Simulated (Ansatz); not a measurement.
# SiF3 (trifluorosilyl): levels of theory compared

Wanted: a comparison of 6 runs (UHF/STO-3G, UHF/3-21G, U-r2SCAN/aug-cc-pVDZ, U-wB97M-V/aug-cc-pVDZ, RPA@PBE/aug-cc-pVDZ, UMP2/aug-cc-pVDZ) of SiF3 (trifluorosilyl). 

The calculation is run with Ansatz 0.2.0.

20 further runs of the same task are left out: 20 set aside as unsound or not needed.

## Step 1: The structure to begin with

SiF3: 4 atoms, total charge 0, spin state doublet. As SMILES, `F[Si](F)F`. One bond was lengthened or shortened from a relaxed shape.

Bond lengths: F1–Si2 1.818 Å, Si2–F3 1.581 Å, Si2–F4 1.581 Å. Angles: F1–Si2–F3 107.9°, F1–Si2–F4 107.9°, F3–Si2–F4 107.9°.

## Step 2: The energy at UHF/STO-3G (run 1)

run.yaml

```yaml
crystal:
  periodic: [false, false, false]
  atoms:
    - {symbol: F, position_ang: [0.944990, -0.615055, 1.289313]}
    - {symbol: Si, position_ang: [-0.282750, 0.213060, 0.234280]}
    - {symbol: F, position_ang: [-0.994260, -0.892250, -0.644340]}
    - {symbol: F, position_ang: [0.492160, 1.186230, -0.741640]}
basis:
  gaussian: {orbitals: STO-3G}
magnetization: {spin_polarized: true, initial_magnetization: 1}
hamiltonian: {xc: hf}
accuracy: high
output: {orbitals: {seedname: orbitals}}
```

Started as:

```
$ ansatz run run.yaml --threads 1 --pin off --max-ram 3480MiB --events-out events.jsonl --progress --plain --runs-dir runs
```

Log:

```text
Warning: RAYON_NUM_THREADS=1 ignored (pool sized by the plan → 1); use --threads N
Functional definition: HF
  name "HF"
  exchange = exact_x
  correlation = 0
450 factors; integrals over basis functions are off by at most 2.8e-8 eV
mean field evaluation 1: about -15770.2254 eV, gradient 2.0e1 eV
mean field evaluation 2: about -15770.3098 eV, gradient 2.0e1 eV
mean field evaluation 4: about -15774.4823 eV, gradient 1.7e0 eV
mean field evaluation 8: about -15774.5522 eV, gradient 2.0e-1 eV
mean field -15774.55527360 eV, -579.7042139271 hartree, gradient 2.3e-8 eV, S^2 0.780899; 0 other end points of the search recorded, 0 dependent functions left out
reference -15774.55527360 eV, -579.7042139271 hartree; 21, 20 occupied and 3, 4 virtual orbitals, 450 factors
Total energy: -15774.55527360 eV, -579.7042139271 hartree
```

It took 0.24 s on 1 thread of Arm Neoverse V1, shared host.

## Step 3: The energy at UHF/3-21G (run 2)

molecule.yaml

```yaml
crystal:
  periodic: [false, false, false]
  atoms:
    - symbol: F
      position_ang: [0.944990, -0.615055, 1.289313]
    - symbol: Si
      position_ang: [-0.282750, 0.213060, 0.234280]
    - symbol: F
      position_ang: [-0.994260, -0.892250, -0.644340]
    - symbol: F
      position_ang: [0.492160, 1.186230, -0.741640]
basis:
  gaussian: {orbitals: 3-21G.json}
output: {orbitals: {seedname: orbitals}}
hamiltonian: {xc: hf}
accuracy: high
magnetization: {spin_polarized: true, initial_magnetization: 1}
```

The basis set 3-21G is read from a file made from the Basis Set Exchange's data (not shown).

Started as:

```
$ ansatz run molecule.yaml --threads 1 --pin off --max-ram 3480MiB --events-out events.jsonl --progress --plain --runs-dir runs
```

Log:

```text
Warning: RAYON_NUM_THREADS=1 ignored (pool sized by the plan → 1); use --threads N
Functional definition: HF
  name "HF"
  exchange = exact_x
  correlation = 0
788 factors; integrals over basis functions are off by at most 1.3e-8 eV
mean field evaluation 1: about -15894.4012 eV, gradient 2.7e1 eV
mean field evaluation 2: about -15894.4089 eV, gradient 2.7e1 eV
mean field evaluation 4: about -15897.3069 eV, gradient 1.8e0 eV
mean field evaluation 8: about -15897.3623 eV, gradient 1.3e-1 eV
mean field -15897.36255771 eV, -584.2172983765 hartree, gradient 4.4e-8 eV, S^2 0.755632; 0 other end points of the search recorded, 0 dependent functions left out
reference -15897.36255771 eV, -584.2172983765 hartree; 21, 20 occupied and 19, 20 virtual orbitals, 788 factors
Total energy: -15897.36255771 eV, -584.2172983765 hartree
```

Wall time 0.44 s (1 thread of Arm Neoverse V1, shared host); peak memory 0.098 GiB.

Runs 3 to 4 aren't shown in full; the table further down has their settings and results.

## Step 4: A single-point energy at RPA@PBE/aug-cc-pVDZ (run 5)

in.yaml

```yaml
crystal:
  periodic: [false, false, false]
  atoms:
    - {symbol: F, position_ang: [0.944990, -0.615055, 1.289313]}
    - {symbol: Si, position_ang: [-0.282750, 0.213060, 0.234280]}
    - {symbol: F, position_ang: [-0.994260, -0.892250, -0.644340]}
    - {symbol: F, position_ang: [0.492160, 1.186230, -0.741640]}
basis:
  gaussian: {orbitals: aug-cc-pVDZ}
magnetization: {spin_polarized: true, initial_magnetization: 1}
hamiltonian: {xc: pbe}
correlation: {method: rpa, frozen_orbitals: {F: 1, Si: 5}}
accuracy: high
```

Started as:

```
$ ansatz run in.yaml --threads 1 --pin off --max-ram 3480MiB --events-out events.jsonl --progress --plain --runs-dir runs
```

Log (excerpt; [...] marks lines left out):

```text
Warning: RAYON_NUM_THREADS=1 ignored (pool sized by the plan → 1); use --threads N
Functional definition: PBE
  name "PBE"
[...]
1928 factors; integrals over basis functions are off by at most 3.1e-9 eV
[...]
mean field -16020.37648456 eV, -588.7379768065 hartree, gradient 5.4e-8 eV, S^2 0.751392; 0 other end points of the search recorded, 0 dependent functions left out
8 core orbitals not correlated: weight in the atoms' cores, before any rotation towards them, 1.000 or more for the frozen orbitals, at most 0.000 for the correlated occupied ones
reference -15982.71568799 eV, -587.3539680597 hartree; 13, 12 occupied and 75, 76 virtual orbitals, 1928 factors
Total energy: -16010.74007599 eV, -588.3838453232 hartree
```

Run time: 16 s. Hardware: 1 thread of Arm Neoverse V1, shared host; peak memory 0.37 GiB.

## Step 5: A single-point energy at UMP2/aug-cc-pVDZ (run 6)

run.yaml: that of step 2 with these lines changed.

```diff
@@ -8,6 +8,10 @@
 basis:
-  gaussian: {orbitals: STO-3G}
-magnetization: {spin_polarized: true, initial_magnetization: 1}
-hamiltonian: {xc: hf}
+  gaussian:
+    orbitals: aug-cc-pVDZ
 accuracy: high
-output: {orbitals: {seedname: orbitals}}
+magnetization:
+  spin_polarized: true
+  initial_magnetization: 1
+correlation:
+  method: mp2
+  frozen_orbitals: {F: 1, Si: 5}
```

Started as:

```
$ ansatz run run.yaml --threads 1 --pin off --max-ram 3480MiB --events-out events.jsonl --progress --plain --runs-dir runs
```

Log:

```text
Warning: RAYON_NUM_THREADS=1 ignored (pool sized by the plan → 1); use --threads N
Functional definition: HF
  name "HF"
  exchange = exact_x
  correlation = 0
1928 factors; integrals over basis functions are off by at most 3.1e-9 eV
mean field evaluation 1: about -15980.4415 eV, gradient 3.0e1 eV
mean field evaluation 2: about -15980.4755 eV, gradient 3.0e1 eV
mean field evaluation 4: about -15984.0586 eV, gradient 2.4e0 eV
mean field evaluation 8: about -15984.1553 eV, gradient 2.1e-1 eV
mean field evaluation 16: about -15984.1561 eV, gradient 2.5e-8 eV
mean field -15984.15608186 eV, -587.4069015582 hartree, gradient 2.5e-8 eV, S^2 0.753487; 0 other end points of the search recorded, 0 dependent functions left out
8 core orbitals not correlated: weight in the atoms' cores, before any rotation towards them, 1.000 or more for the frozen orbitals, at most 0.000 for the correlated occupied ones
reference -15984.15608186 eV, -587.4069015582 hartree; 13, 12 occupied and 75, 76 virtual orbitals, 1928 factors
second order -18.97473119 eV of doubles, -0.00000000 eV of singles
Total energy: -16003.13081304 eV, -588.1042100677 hartree
```

Run time: 4.5 s. Hardware: 1 thread of Arm Neoverse V1, shared host; peak memory 0.32 GiB.

## Step 6: All runs side by side

```csv
run,level,frozen core orbitals,energy (Eh),HOMO energy (eV),LUMO energy (eV),⟨S²⟩,wall time
1,UHF/STO-3G,–,-579.704214,-7.18,5.06,0.781,0.24 s
2,UHF/3-21G,–,-584.217298,-11.62,-0.32,0.756,0.44 s
3,U-r2SCAN/aug-cc-pVDZ,–,-589.020721,-7.49,-4.59,0.752,22 s
4,U-wB97M-V/aug-cc-pVDZ,–,-589.082978,-10.35,-2.61,0.751,94 s
5,RPA@PBE/aug-cc-pVDZ,8,-588.383845,–,–,0.751,16 s
6,UMP2/aug-cc-pVDZ,8,-588.104210,–,–,0.753,4.5 s
```

## Step 7: Summary of results

| quantity | value |
| --- | --- |
| run 6: total energy | -588.10421 Eh |
| run 6: correlation energy (8 core orbitals frozen) | -697.3 mEh |
| run 6: ⟨S²⟩ of the reference determinant | 0.753 |

Totals of different functionals can't be ranked against each other. In run 1 the basis is minimal, so the values are rough. All runs together took 2.3 min, the longest 94 s.
